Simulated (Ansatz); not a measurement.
# CH5NSiTe: the cost of one run

Program: Ansatz 0.2.0. Level of theory: RHF/def2-SVP. These are calculated values, not measurements.

## (1) The structure to begin with

Bond lengths: C1–N2 1.233 Å, N2–Si3 1.776 Å, Si3–Te4 2.384 Å, C1–H5 1.115 Å, C1–H6 1.140 Å, Si3–H7 1.476 Å, Si3–H8 1.512 Å, Te4–H9 1.775 Å. Angles: C1–N2–Si3 120.3°, N2–C1–H5 124.6°, N2–C1–H6 120.7°, H5–C1–H6 114.3°, N2–Si3–Te4 110.9°, N2–Si3–H7 109.2°, N2–Si3–H8 107.0°, Te4–Si3–H7 112.1°, Te4–Si3–H8 110.8°, H7–Si3–H8 106.5°, Si3–Te4–H9 92.8°.

Structure file:

```xyz
9

C     0.2351    1.3321   -1.0106
N     0.7479    0.8147   -0.0154
Si    0.4983   -0.9105    0.3270
Te   -1.7994   -1.3668    0.7690
H    -0.4479    0.8060   -1.7169
H     0.3441    2.4496   -1.2081
H     1.0160   -1.7098   -0.8010
H     1.3546   -1.2518    1.5252
H    -1.8602   -0.2096    2.1140
```

## (2) End point A

Input file input.yaml:

```yaml
crystal:
  periodic: [false, false, false]
  atoms:
    - { symbol: C, position_ang: [0.2351, 1.3321, -1.0106] }
    - { symbol: "N", position_ang: [0.7479, 0.8147, -0.0154] }
    - { symbol: Si, position_ang: [0.4983, -0.9105, 0.327] }
    - { symbol: Te, position_ang: [-1.7994, -1.3668, 0.769] }
    - { symbol: H, position_ang: [-0.4479, 0.806, -1.7169] }
    - { symbol: H, position_ang: [0.3441, 2.4496, -1.2081] }
    - { symbol: H, position_ang: [1.016, -1.7098, -0.801] }
    - { symbol: H, position_ang: [1.3546, -1.2518, 1.5252] }
    - { symbol: H, position_ang: [-1.8602, -0.2096, 2.114] }
basis:
  gaussian: { orbitals: def2-SVP }
hamiltonian:
  xc: hf
relax:
  f_tol: 0.02
  max_steps: 50
```

On the command line:

```bash
$ ansatz run input.yaml --threads 2 --pin off --max-ram 3072MiB --backend cpu --events-out ev --progress --plain --runs-dir out
```

What time and memory should one allow on 2 threads of Arm Neoverse V1, shared host?

About 34 s, with a peak of 0.21 GiB.
